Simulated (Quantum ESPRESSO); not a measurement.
# Ge (I4_1/amd) in Quantum ESPRESSO: single point with PBEsol

Aim: the single point of Ge with PBEsol.

Everything below comes from runs of Quantum ESPRESSO 7.5. Logs are shortened: lines on timing, memory, paths and dates and some standing lists are left out, and cuts for length are marked.

## (1) The structure

The structure is tetragonal, space group I4_1/amd (No. 141). The conventional cell has a = 3.976 Å, b = 3.976 Å, c = 5.789 Å, α = 90.00°, β = 90.00°, γ = 90.00°. Around Ge (site symmetry -4m2) lie 4 Ge at 2.46 Å.

## (2) Single point, PBEsol

File pw.in:

```
&CONTROL
  calculation = 'scf'
  prefix = 'pwscf'
  outdir = './tmp'
  pseudo_dir = './pseudo'
  tprnfor = .true.
  tstress = .true.
  disk_io = 'nowf'
/
&SYSTEM
  ibrav = 0
  nat = 2
  ntyp = 1
  ecutwfc = 78
  nbnd = 21
  occupations = 'smearing'
  smearing = 'gaussian'
  degauss = 0.00073499
/
&ELECTRONS
  conv_thr = 4d-10
  electron_maxstep = 120
  mixing_beta = 0.5
/
ATOMIC_SPECIES
Ge    72.6300 Ge.upf
CELL_PARAMETERS angstrom
   0.0000000000    2.8116000000    2.8945280000
   2.8116000000    0.0000000000    2.8945280000
   2.8116000000    2.8116000000    0.0000000000
ATOMIC_POSITIONS crystal
Ge     0.0000000000    0.0000000000    0.0000000000
Ge     0.2500000000    0.2500000000    0.2500000000
K_POINTS automatic
10 10 10 0 0 0
```

Potentials or basis: PseudoDojo 0.4.1 SR PBEsol standard.

Started as:

```sh
$ OMP_NUM_THREADS=1 pw.x -in pw.in > pw.out
```

pw.out:

```text
This program is part of the open-source Quantum ESPRESSO suite
     for quantum simulation of materials; please cite
         "P. Giannozzi et al., J. Phys.:Condens. Matter 21 395502 (2009);
         "P. Giannozzi et al., J. Phys.:Condens. Matter 29 465901 (2017);
         "P. Giannozzi et al., J. Chem. Phys. 152 154105 (2020);
     in publications or presentations arising from this work. More details at

     Message from routine setup:
     using ibrav=0 with symmetry is DISCOURAGED, use correct ibrav instead

     G-vector sticks info
     --------------------
     sticks:   dense  smooth     PW     G-vecs:    dense   smooth      PW
     Sum        1241    1241    363                28759    28759    4621

     Using Slab Decomposition

     bravais-lattice index     =            0
     lattice parameter (alat)  =       7.6256  a.u.
     unit-cell volume          =     308.8243 (a.u.)^3
     number of atoms/cell      =            2
     number of atomic types    =            1
     number of electrons       =        28.00
     number of Kohn-Sham states=           21
     kinetic-energy cutoff     =      78.0000  Ry
     charge density cutoff     =     312.0000  Ry
     scf convergence threshold =      4.0E-10
     mixing beta               =       0.5000
     number of iterations used =            8  plain     mixing
     Exchange-correlation= PBESOL
                           (   1   4  10   8   0   0   0)

     celldm(1)=   7.625551  celldm(2)=   0.000000  celldm(3)=   0.000000
     celldm(4)=   0.000000  celldm(5)=   0.000000  celldm(6)=   0.000000

     crystal axes: (cart. coord. in units of alat)
               a(1) = (   0.000000   0.696757   0.717308 )
               a(2) = (   0.696757   0.000000   0.717308 )
               a(3) = (   0.696757   0.696757   0.000000 )

     reciprocal axes: (cart. coord. in units 2 pi/alat)
               b(1) = ( -0.717611  0.717611  0.697051 )
               b(2) = (  0.717611 -0.717611  0.697051 )
               b(3) = (  0.717611  0.717611 -0.697051 )

     PseudoPot. # 1 for Ge read from file:
     Ge.upf
     Pseudo is Norm-conserving + core correction, Zval = 14.0
     Generated using ONCVPSP code by D. R. Hamann
     Using radial grid of 1560 points,  6 beta functions with:
                l(1) =   0
                l(2) =   0
                l(3) =   1
                l(4) =   1
                l(5) =   2
                l(6) =   2

     atomic species   valence    mass     pseudopotential
     Ge               14.00    72.63000     Ge( 1.00)

     16 Sym. Ops., with inversion, found ( 8 have fractional translation)

   Cartesian axes

     site n.     atom                  positions (alat units)
         1        Ge     tau(   1) = (   0.0000000   0.0000000   0.0000000  )
         2        Ge     tau(   2) = (   0.3483784   0.3483784   0.3586538  )

     number of k points=   102  Gaussian smearing, width (Ry)=  0.0007

     Number of k-points >= 100: set verbosity='high' to print them.

     Dense  grid:    28759 G-vectors     FFT dimensions: (  48,  48,  48)

     Initial potential from superposition of free atoms

     starting charge      27.9985, renormalised to      28.0000
     Starting wfcs are   18 randomized atomic wfcs +    3 random wfcs

     Self-consistent Calculation

     iteration #  1     ecut=    78.00 Ry     beta= 0.50
     Davidson diagonalization with overlap
     ethr =  1.00E-02,  avg # of iterations =  5.3

     Threshold (ethr) on eigenvalues was too large:
     Diagonalizing with lowered threshold

     Davidson diagonalization with overlap
     ethr =  1.13E-04,  avg # of iterations =  3.5

     total energy              =    -356.80692418 Ry
     estimated scf accuracy    <       0.03242386 Ry

     iteration #  2     ecut=    78.00 Ry     beta= 0.50
     Davidson diagonalization with overlap
     ethr =  1.16E-04,  avg # of iterations =  1.0

     total energy              =    -356.80611893 Ry
     estimated scf accuracy    <       0.00585485 Ry

     iteration #  3     ecut=    78.00 Ry     beta= 0.50
     Davidson diagonalization with overlap
     ethr =  2.09E-05,  avg # of iterations =  2.5

     total energy              =    -356.80645955 Ry
     estimated scf accuracy    <       0.00008100 Ry

     iteration #  4     ecut=    78.00 Ry     beta= 0.50
     Davidson diagonalization with overlap
     ethr =  2.89E-07,  avg # of iterations =  4.7

     total energy              =    -356.80647183 Ry
     estimated scf accuracy    <       0.00000721 Ry

     iteration #  5     ecut=    78.00 Ry     beta= 0.50
     Davidson diagonalization with overlap
     ethr =  2.58E-08,  avg # of iterations =  1.3

     total energy              =    -356.80647197 Ry
     estimated scf accuracy    <       0.00000052 Ry

     iteration #  6     ecut=    78.00 Ry     beta= 0.50
     Davidson diagonalization with overlap
     ethr =  1.87E-09,  avg # of iterations =  2.0

     total energy              =    -356.80647220 Ry
     estimated scf accuracy    <       0.00000012 Ry

     iteration #  7     ecut=    78.00 Ry     beta= 0.50
     Davidson diagonalization with overlap
     ethr =  4.15E-10,  avg # of iterations =  2.0

     total energy              =    -356.80647222 Ry
     estimated scf accuracy    <          1.3E-09 Ry

     iteration #  8     ecut=    78.00 Ry     beta= 0.50
     Davidson diagonalization with overlap
     ethr =  4.77E-12,  avg # of iterations =  2.1

     total energy              =    -356.80647222 Ry
     estimated scf accuracy    <          6.3E-10 Ry

     iteration #  9     ecut=    78.00 Ry     beta= 0.50
     Davidson diagonalization with overlap
     ethr =  2.24E-12,  avg # of iterations =  1.2

     End of self-consistent calculation

     Number of k-points >= 100: set verbosity='high' to print the bands.

     the Fermi energy is     9.3298 ev

!    total energy              =    -356.80647222 Ry
     estimated scf accuracy    <          2.5E-11 Ry
     smearing contrib. (-TS)   =      -0.00000150 Ry
     internal energy E=F+TS    =    -356.80647072 Ry

     The total energy is F=E-TS. E is the sum of the following terms:
     one-electron contribution =    -184.60817038 Ry
     hartree contribution      =     111.00015724 Ry
     xc contribution           =     -86.37252817 Ry
     ewald contribution        =    -196.82592941 Ry

     convergence has been achieved in   9 iterations

     Forces acting on atoms (cartesian axes, Ry/au):

     atom    1 type  1   force =     0.00000000   -0.00000000   -0.00000000
     atom    2 type  1   force =    -0.00000000    0.00000000    0.00000000

     Total force =     0.000000     Total SCF correction =     0.000000

     Computing stress (Cartesian axis) and pressure

          total   stress  (Ry/bohr**3)                   (kbar)     P=       -0.97
   0.00004219  -0.00000000   0.00000000            6.21       -0.00        0.00
  -0.00000000   0.00004219   0.00000000           -0.00        6.21        0.00
   0.00000000   0.00000000  -0.00010423            0.00        0.00      -15.33

=------------------------------------------------------------------------------=
   JOB DONE.
=------------------------------------------------------------------------------=
```

Wall time 69 s (1 thread of Intel Xeon 6975P-C (Granite Rapids), shared host); peak memory 0.18 GiB.

What came out:

* Free energy: -4854.5994 eV
* Pressure: -0.1 GPa
* Band gap on the k mesh: none (metal or under the smearing width)
